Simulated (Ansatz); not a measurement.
# C2H8FNSi: the cost of one run

Method: RKS PBE/STO-3G, in Ansatz 0.2.0.

### Step 1. The starting structure

Bond lengths: F1–C2 1.302 Å, C2–N3 1.447 Å, N3–C4 1.430 Å, C4–Si5 1.882 Å, C2–H6 1.110 Å, C2–H7 1.110 Å, N3–H8 0.983 Å, C4–H9 1.047 Å, C4–H10 1.166 Å, Si5–H11 1.455 Å, Si5–H12 1.491 Å, Si5–H13 1.433 Å. Angles (14 of 21 angles, heavy atoms first): F1–C2–N3 105.4°, C2–N3–C4 112.6°, N3–C4–Si5 113.8°, F1–C2–H6 110.8°, F1–C2–H7 108.9°, N3–C2–H6 113.4°, N3–C2–H7 111.0°, C2–N3–H8 106.9°, C4–N3–H8 114.3°, N3–C4–H9 112.1°, N3–C4–H10 105.2°, Si5–C4–H9 112.3°, Si5–C4–H10 106.3°, C4–Si5–H11 110.8°.

Coordinates:

```xyz
13

F    -1.3209    1.5802    1.3952
C    -0.0225    1.5347    1.3044
N     0.2819    0.2129    0.8015
C    -0.0895    0.0484   -0.5696
Si    0.2985   -1.6583   -1.2608
H     0.3561    2.3509    0.6551
H     0.4147    1.6872    2.3135
H    -0.1392   -0.4302    1.4139
H     0.2867    0.8159   -1.1737
H    -1.2506    0.1513   -0.5861
H    -0.2649   -1.8178   -2.5925
H    -0.2532   -2.7118   -0.3607
H     1.7233   -1.7982   -1.3254
```

### Step 2. Preparing the start

File input.yaml:

```yaml
crystal:
  periodic: [false, false, false]
  atoms:
    - { symbol: F, position_ang: [-1.3209, 1.5802, 1.3952] }
    - { symbol: C, position_ang: [-0.0225, 1.5347, 1.3044] }
    - { symbol: "N", position_ang: [0.2819, 0.2129, 0.8015] }
    - { symbol: C, position_ang: [-0.0895, 0.0484, -0.5696] }
    - { symbol: Si, position_ang: [0.2985, -1.6583, -1.2608] }
    - { symbol: H, position_ang: [0.3561, 2.3509, 0.6551] }
    - { symbol: H, position_ang: [0.4147, 1.6872, 2.3135] }
    - { symbol: H, position_ang: [-0.1392, -0.4302, 1.4139] }
    - { symbol: H, position_ang: [0.2867, 0.8159, -1.1737] }
    - { symbol: H, position_ang: [-1.2506, 0.1513, -0.5861] }
    - { symbol: H, position_ang: [-0.2649, -1.8178, -2.5925] }
    - { symbol: H, position_ang: [-0.2532, -2.7118, -0.3607] }
    - { symbol: H, position_ang: [1.7233, -1.7982, -1.3254] }
basis:
  gaussian: { orbitals: STO-3G }
hamiltonian:
  xc: pbe
relax:
  f_tol: 0.02
  max_steps: 40
scf:
  lower_state_search: "off"
output:
  orbitals: {}
```

Command:

```console
ansatz run input.yaml --threads 1 --pin off --max-ram 2048MiB --backend cpu --events-out ev --progress --plain --runs-dir out
```

Q: Estimate wall time and peak memory on 1 thread of Arm Neoverse N1, shared host.

About 30 s, with a peak of 0.14 GiB.
